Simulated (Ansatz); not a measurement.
# GeSb4Te7: the cost of one run

Computed with Ansatz 0.2.0 (DFT LDA, scalar-relativistic, plane waves, PAW).

3 further runs of the same task are left out: 3 set aside as unsound or not needed. Runs told in other sessions of the task aren't counted.

### 1 Starting point

Symmetry: P-3m1, No. 164, trigonal system. The conventional cell has a = 4.320 Å, b = 4.320 Å, c = 24.570 Å, α = 90.00°, β = 90.00°, γ = 120.00°. Around Ge (site symmetry -3m) lie 6 Te at 3.02 Å. Sb (site symmetry 3m) is surrounded by 6 Te at 3.02 to 3.20 Å. Sb (site symmetry 3m) has 6 Te at 3.02 to 3.21 Å in its first shell of neighbours. Te (site symmetry 3m) has 3 Sb at 3.02 Å in its first shell of neighbours. Around Te (site symmetry 3m) lie 3 Ge at 3.02 Å and 3 Sb at 3.21 Å. Te (site symmetry -3m) is surrounded by 6 Sb at 3.20 Å.

Coordinates:

```
Ge Sb Te
1.0
     4.32040    0.00000    0.00000
    -2.16020    3.74158    0.00000
     0.00000    0.00000   24.56976
Ge Sb Te
1 4 7
Cartesian
  0.0000 0.0000 12.2849
  2.1602 1.2472 22.5726
  0.0000 2.4944 8.5704
  0.0000 2.4944 1.9971
  2.1602 1.2472 15.9994
  0.0000 2.4944 20.8646
  2.1602 1.2472 3.7051
  0.0000 0.0000 17.7007
  2.1602 1.2472 10.5904
  0.0000 2.4944 13.9794
  0.0000 0.0000 0.0000
  0.0000 0.0000 6.8691
```

It goes back to an entry of the Materials Project.

This cell was relaxed beforehand with the same method: volume 33.10 Å³/atom, gap on the mesh 0.37 eV.

### 2 The cell under LDA

The input, input.yaml:

```yaml
crystal:
  lattice:
    - [4.3204006996, 0.0, 0.0]
    - [-2.1602003498, 3.7415767604, 0.0]
    - [0.0, 0.0, 24.5697561422]
  atoms:
    - { symbol: Ge, position: [0.0, 0.0, 0.5] }
    - { symbol: Sb, position: [0.6666666667, 0.3333333333, 0.9187156008] }
    - { symbol: Sb, position: [0.3333333333, 0.6666666667, 0.3488175095] }
    - { symbol: Sb, position: [0.3333333333, 0.6666666667, 0.0812843992] }
    - { symbol: Sb, position: [0.6666666667, 0.3333333333, 0.6511824905] }
    - { symbol: Te, position: [0.3333333333, 0.6666666667, 0.8491992847] }
    - { symbol: Te, position: [0.6666666667, 0.3333333333, 0.1508007153] }
    - { symbol: Te, position: [0.0, 0.0, 0.7204257125] }
    - { symbol: Te, position: [0.6666666667, 0.3333333333, 0.4310324052] }
    - { symbol: Te, position: [0.3333333333, 0.6666666667, 0.5689675948] }
    - { symbol: Te, position: [0.0, 0.0, 0.0] }
    - { symbol: Te, position: [0.0, 0.0, 0.2795742875] }
basis:
  ecutwfc: 420
kpoints:
  mp_grid: { grid: [12, 12, 2] }
hamiltonian:
  xc: lda
scf:
  occupations: { method: gaussian, width: 0.02 }
output:
  forces: true
  stress: true
  eigenvalues: true
  write_density: true
  write_potential: true
  elf: true
  volumetric_format: npy
relax:
  adjacent_minimum: "off"
  f_tol: 0.005
  max_steps: 50
  cell: { stress_tol: 0.05 }
```

Command:

```
$ ansatz run input.yaml --threads 4 --pin off --max-ram 10240MiB --backend cpu --events-out ev --progress --plain --runs-dir out
```

What time and memory should one allow on 4 threads of Intel Xeon at 2.50GHz (Skylake/Cascade Lake), shared host?

About 6.7 min, with a peak of 1.9 GiB.
